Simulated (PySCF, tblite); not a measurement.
# C6H9N: a rotation path, then NMR shifts on frames, part 2 of 2

tblite 0.8.0 and PySCF 2.14.0. Atoms count from 0. Earlier steps stand in the parts before.

## 5. Shielding tensors: image 4, PBE0/pcSseg-1

The job: settings as JSON, then the geometry in Å.

```
{"job": {"kind": "nmr", "xc": "PBE0", "basis": "pcSseg-1", "pop": false}, "charge": 0, "multiplicity": 1}
C      2.205000    -0.659300    -0.635800
C      1.182100    -0.793400     0.186500
C      0.499400     0.342200     0.881700
C     -1.004600     0.481700     0.501700
C     -1.481800    -0.535200    -0.542000
C     -1.238100     1.811000    -0.014200
N     -1.415000     2.861200    -0.430800
H      2.632100     0.304100    -0.861400
H      2.661000    -1.509600    -1.114100
H      0.788100    -1.778100     0.399900
H      0.572400     0.185200     1.961200
H      1.018800     1.274400     0.646900
H     -1.620300     0.377600     1.403400
H     -2.515200    -0.331300    -0.814800
H     -0.867800    -0.477900    -1.438200
H     -1.423700    -1.543700    -0.141300
```

Level: GIAO PBE0/pcSseg-1 NMR shielding, non-relativistic, gas phase.

The log of the run:

```text
coarse grid: 13160 points
cycle   1  E = -288.2674601805  dE =  7.840e-01  |g| = 4.979e-01  |ddm| = 3.532e+00
cycle   2  E = -288.1487472100  dE =  1.187e-01  |g| = 9.028e-01  |ddm| = 1.156e+00
cycle   3  E = -288.3241603013  dE = -1.754e-01  |g| = 1.731e-01  |ddm| = 7.560e-01
cycle   4  E = -288.3309678846  dE = -6.808e-03  |g| = 3.528e-02  |ddm| = 1.431e-01
cycle   5  E = -288.3312430861  dE = -2.752e-04  |g| = 8.163e-03  |ddm| = 3.838e-02
cycle   6  E = -288.3312582371  dE = -1.515e-05  |g| = 2.218e-03  |ddm| = 9.237e-03
cycle   7  E = -288.3312592160  dE = -9.789e-07  |g| = 1.000e-03  |ddm| = 2.425e-03
final grid: 126592 points
cycle   8  E = -288.3737555917  dE = -4.929e-05  |g| = 7.711e-03  |ddm| = 3.721e-02
cycle   9  E = -288.3737545051  dE =  1.087e-06  |g| = 8.046e-03  |ddm| = 1.293e-02
cycle  10  E = -288.3737709647  dE = -1.646e-05  |g| = 8.203e-04  |ddm| = 6.559e-03
cycle  11  E = -288.3737710850  dE = -1.203e-07  |g| = 4.232e-04  |ddm| = 8.944e-04
cycle  12  E = -288.3737711197  dE = -3.474e-08  |g| = 1.375e-04  |ddm| = 3.423e-04
cycle  13  E = -288.3737711231  dE = -3.341e-09  |g| = 6.235e-05  |ddm| = 1.240e-04
cycle  14  E = -288.3737711240  dE = -9.114e-10  |g| = 9.587e-06  |ddm| = 5.399e-05
converged SCF energy = -288.3737711240

GIAO shielding tensors (ppm)
atom      isotropic    diamagn.    paramagn.     s11        s22        s33       span
  0 C       60.648     253.781    -193.133    -52.214     77.406    156.751    208.965
  1 C       45.034     257.612    -212.578    -79.298     49.884    164.515    243.813
  2 C      147.991     246.653     -98.662    127.772    151.643    164.558     36.786
  3 C      166.851     248.642     -81.790    156.625    168.612    175.318     18.693
  4 C      168.377     247.365     -78.988    159.215    167.674    178.241     19.026
  5 C       57.485     261.360    -203.876    -69.104    -55.086    296.644    365.747
  6 N      -27.302     340.542    -367.844   -193.859   -171.667    283.619    477.478
  7 H       26.160      31.412      -5.253     22.602     25.603     30.273      7.671
  8 H       26.191      29.307      -3.116     23.089     25.251     30.234      7.145
  9 H       25.733      32.543      -6.810     23.136     24.972     29.092      5.957
 10 H       28.824      30.118      -1.294     24.361     27.921     34.191      9.830
 11 H       29.204      31.999      -2.795     25.055     29.722     32.836      7.781
 12 H       29.094      29.459      -0.365     25.827     26.605     34.848      9.021
 13 H       30.423      28.740       1.683     25.896     28.311     37.063     11.168
 14 H       30.302      30.798      -0.496     26.340     29.825     34.741      8.400
 15 H       30.619      30.768      -0.148     25.957     28.726     37.176     11.219
```

It took 17 s on 1 thread of AMD EPYC 7R13, shared host; peak memory 0.76 GiB.

This run: δ C1 141.9, C5 129.4, C0 126.3, C2 38.9, H9 5.98, H7 5.56 ppm.

## 6. Shielding tensors: image 6, PBE0/pcSseg-1

The job: settings as JSON, then the geometry in Å.

```
{"job": {"kind": "nmr", "xc": "PBE0", "basis": "pcSseg-1", "pop": false}, "charge": 0, "multiplicity": 1}
C      2.294500    -0.386400    -0.648000
C      1.189800    -0.712800    -0.005700
C      0.451500     0.178600     0.943000
C     -0.988000     0.513300     0.474800
C     -1.653800    -0.616100    -0.317700
C     -0.973600     1.712600    -0.331000
N     -0.970500     2.668700    -0.957500
H      2.759200     0.578900    -0.534700
H      2.782500    -1.078800    -1.313100
H      0.767200    -1.700200    -0.134900
H      0.384800    -0.327000     1.910600
H      1.003200     1.111200     1.085200
H     -1.596300     0.740500     1.360600
H     -2.665800    -0.330400    -0.596200
H     -1.096100    -0.820400    -1.229100
H     -1.696200    -1.522600     0.282300
```

With the program's defaults for keys left out, this is: GIAO PBE0/pcSseg-1 NMR shielding, non-relativistic, gas phase.

The log of the run:

```text
coarse grid: 13160 points
cycle   1  E = -288.2708923804  dE =  7.846e-01  |g| = 4.974e-01  |ddm| = 3.518e+00
cycle   2  E = -288.1527900723  dE =  1.181e-01  |g| = 9.005e-01  |ddm| = 1.153e+00
cycle   3  E = -288.3277384042  dE = -1.749e-01  |g| = 1.752e-01  |ddm| = 7.541e-01
cycle   4  E = -288.3347240725  dE = -6.986e-03  |g| = 3.473e-02  |ddm| = 1.457e-01
cycle   5  E = -288.3349904089  dE = -2.663e-04  |g| = 7.855e-03  |ddm| = 3.699e-02
cycle   6  E = -288.3350037497  dE = -1.334e-05  |g| = 2.673e-03  |ddm| = 9.069e-03
cycle   7  E = -288.3350053338  dE = -1.584e-06  |g| = 9.340e-04  |ddm| = 2.658e-03
final grid: 126592 points
cycle   8  E = -288.3780215919  dE = -4.680e-05  |g| = 7.739e-03  |ddm| = 3.418e-02
cycle   9  E = -288.3780204651  dE =  1.127e-06  |g| = 8.086e-03  |ddm| = 1.290e-02
cycle  10  E = -288.3780371224  dE = -1.666e-05  |g| = 6.892e-04  |ddm| = 6.434e-03
cycle  11  E = -288.3780372028  dE = -8.042e-08  |g| = 3.794e-04  |ddm| = 7.746e-04
cycle  12  E = -288.3780372309  dE = -2.805e-08  |g| = 1.301e-04  |ddm| = 3.125e-04
cycle  13  E = -288.3780372339  dE = -2.999e-09  |g| = 5.670e-05  |ddm| = 1.123e-04
cycle  14  E = -288.3780372346  dE = -7.385e-10  |g| = 9.620e-06  |ddm| = 4.915e-05
converged SCF energy = -288.3780372346

GIAO shielding tensors (ppm)
atom      isotropic    diamagn.    paramagn.     s11        s22        s33       span
  0 C       60.145     253.532    -193.387    -52.803     75.283    157.956    210.759
  1 C       46.236     257.322    -211.087    -78.071     52.534    164.244    242.314
  2 C      146.990     247.022    -100.032    133.661    150.447    156.863     23.201
  3 C      163.089     248.835     -85.746    154.824    164.169    170.275     15.450
  4 C      168.639     247.382     -78.743    160.226    164.349    181.342     21.117
  5 C       58.934     261.405    -202.471    -65.697    -52.633    295.131    360.828
  6 N      -27.949     340.993    -368.943   -197.561   -177.451    291.164    488.726
  7 H       26.063      31.329      -5.266     22.505     25.537     30.147      7.642
  8 H       26.141      29.397      -3.256     23.085     25.167     30.170      7.086
  9 H       25.617      32.790      -7.174     22.851     24.334     29.665      6.814
 10 H       29.204      30.538      -1.334     24.912     27.870     34.830      9.917
 11 H       29.278      31.914      -2.637     25.810     28.563     33.460      7.650
 12 H       29.037      29.646      -0.609     25.727     26.630     34.755      9.028
 13 H       30.280      28.561       1.720     25.805     28.147     36.889     11.084
 14 H       30.216      30.709      -0.493     26.061     29.887     34.701      8.640
 15 H       30.654      30.304       0.350     26.545     28.002     37.416     10.871
```

Run time: 14 s. Hardware: 1 thread of AMD EPYC 7R13, shared host; peak memory 0.76 GiB.

This run: δ C1 140.7, C5 128.0, C0 126.8, C2 39.9, H9 6.10, H7 5.65 ppm.

## 7. Nuclear shieldings: image 8, PBE0/pcSseg-1

The job: settings as JSON, then the geometry in Å.

```
{"job": {"kind": "nmr", "xc": "PBE0", "basis": "pcSseg-1", "pop": false}, "charge": 0, "multiplicity": 1}
C      2.314300    -0.090600    -0.637700
C      1.241700    -0.654200    -0.116400
C      0.413300    -0.030300     0.964400
C     -0.937100     0.503800     0.436100
C     -1.836900    -0.602400    -0.122700
C     -0.692000     1.496800    -0.585100
N     -0.494900     2.280300    -1.393700
H      2.667300     0.871500    -0.304400
H      2.881900    -0.560900    -1.422000
H      0.906100    -1.619500    -0.471000
H      0.203600    -0.768900     1.742800
H      0.965100     0.799000     1.412900
H     -1.457000     1.005800     1.262900
H     -2.806400    -0.194700    -0.402000
H     -1.390200    -1.052800    -1.005600
H     -1.986400    -1.374000     0.630000
```

Level: GIAO PBE0/pcSseg-1 NMR shielding, non-relativistic, gas phase.

The log of the run:

```text
coarse grid: 13160 points
cycle   1  E = -288.2740188820  dE =  7.828e-01  |g| = 4.972e-01  |ddm| = 3.498e+00
cycle   2  E = -288.1560520919  dE =  1.180e-01  |g| = 8.997e-01  |ddm| = 1.154e+00
cycle   3  E = -288.3307969793  dE = -1.747e-01  |g| = 1.787e-01  |ddm| = 7.572e-01
cycle   4  E = -288.3380700572  dE = -7.273e-03  |g| = 3.475e-02  |ddm| = 1.487e-01
cycle   5  E = -288.3383355572  dE = -2.655e-04  |g| = 7.935e-03  |ddm| = 3.673e-02
cycle   6  E = -288.3383486338  dE = -1.308e-05  |g| = 3.106e-03  |ddm| = 9.216e-03
cycle   7  E = -288.3383508941  dE = -2.260e-06  |g| = 8.688e-04  |ddm| = 2.858e-03
final grid: 126592 points
cycle   8  E = -288.3807589665  dE = -4.021e-05  |g| = 7.596e-03  |ddm| = 3.264e-02
cycle   9  E = -288.3807578186  dE =  1.148e-06  |g| = 7.951e-03  |ddm| = 1.279e-02
cycle  10  E = -288.3807740022  dE = -1.618e-05  |g| = 7.161e-04  |ddm| = 6.442e-03
cycle  11  E = -288.3807740669  dE = -6.475e-08  |g| = 4.774e-04  |ddm| = 8.447e-04
cycle  12  E = -288.3807741129  dE = -4.599e-08  |g| = 9.952e-05  |ddm| = 3.433e-04
cycle  13  E = -288.3807741149  dE = -2.019e-09  |g| = 3.393e-05  |ddm| = 8.869e-05
cycle  14  E = -288.3807741152  dE = -2.569e-10  |g| = 1.012e-05  |ddm| = 3.322e-05
converged SCF energy = -288.3807741152

GIAO shielding tensors (ppm)
atom      isotropic    diamagn.    paramagn.     s11        s22        s33       span
  0 C       56.737     253.890    -197.153    -57.841     70.356    157.696    215.537
  1 C       48.274     257.783    -209.509    -75.183     53.585    166.420    241.602
  2 C      144.892     247.598    -102.705    135.629    147.147    151.902     16.273
  3 C      159.366     249.101     -89.735    148.017    163.478    166.603     18.586
  4 C      167.733     247.168     -79.435    150.206    166.337    186.655     36.448
  5 C       60.979     262.058    -201.079    -59.503    -51.243    293.683    353.187
  6 N      -33.138     341.368    -374.506   -201.402   -187.301    289.290    490.691
  7 H       25.965      31.676      -5.711     21.963     25.611     30.322      8.359
  8 H       25.983      29.701      -3.717     22.964     25.252     29.734      6.770
  9 H       25.531      32.687      -7.156     22.930     24.690     28.973      6.043
 10 H       29.481      31.168      -1.687     26.100     27.740     34.604      8.504
 11 H       29.422      31.964      -2.543     25.700     27.958     34.607      8.906
 12 H       29.051      30.019      -0.968     25.939     26.278     34.935      8.996
 13 H       30.210      28.486       1.725     25.750     27.945     36.936     11.186
 14 H       30.199      30.532      -0.333     25.965     29.701     34.932      8.966
 15 H       30.736      29.974       0.763     26.489     28.210     37.510     11.021
```

It took 14 s on 1 thread of AMD EPYC 7R13, shared host; peak memory 0.76 GiB.

In short: δ C1 138.7, C0 130.2, C5 125.9, C2 42.0, H9 6.19, H7 5.75 ppm.

## 8. Comparing the runs: NMR shifts

Shifts (ppm) of some atoms, chosen among heavy atoms and hydrogens apart, with basis size and wall time:

| frame | C1 | C0 | C2 | C3 | H10 | H14 | N6 | functions | time |
| --- | --- | --- | --- | --- | --- | --- | --- | --- | --- |
| image 0 | 144.3 | 126.7 | 45.0 | 24.2 | 2.90 | 0.90 | 296.8 | 164 | 16 s |
| image 2 | 142.7 | 126.1 | 42.1 | 21.5 | 2.98 | 1.01 | 296.2 | 164 | 19 s |
| image 4 | 141.9 | 126.3 | 38.9 | 20.1 | 2.89 | 1.41 | 295.0 | 164 | 17 s |
| image 6 | 140.7 | 126.8 | 39.9 | 23.8 | 2.51 | 1.50 | 295.7 | 164 | 14 s |
| image 8 | 138.7 | 130.2 | 42.0 | 27.6 | 2.24 | 1.52 | 300.9 | 164 | 14 s |

## 9. Results

What follows sums up all 2 parts.

| quantity | value |
| --- | --- |
| barrier | 0.171 eV (3.9 kcal/mol) at image 4 |
| end to end (GFN2-xTB) | 0.039 eV |
| 13C shifts against TMS (PBE0/pcSseg-1, image 0) | 144.3, 127.5, 126.7, 45.0, 24.2, 19.6 ppm |
| 1H shifts against TMS (PBE0/pcSseg-1, image 0) | 5.85, 5.58, 5.51, 2.90, 2.22, 2.04, 1.45, 1.42, 0.90 ppm |
| 15N shifts against NH3 (PBE0/pcSseg-1, image 0) | 296.8 ppm |
| range of the shift of C3 | 20.1 to 27.6 ppm |

What this shows: Along the band the dihedral turns by 128°, and the top (dihedral -2°) lies 3.9 kcal/mol above the start (GFN2-xTB, rough), so at room temperature this motion is fast. Ends this close can change order at a higher level. The top was not checked by a frequency run. Shifts at one fixed geometry are not the observed spectrum, which averages over the motion. In the first frame run (image 0): The widest tensor belongs to N6: span 484 ppm, with a paramagnetic part of -370 ppm. Across the 5 runs the shift of C3 moves most, between 20.1 (image 4) and 27.6 ppm (image 8).
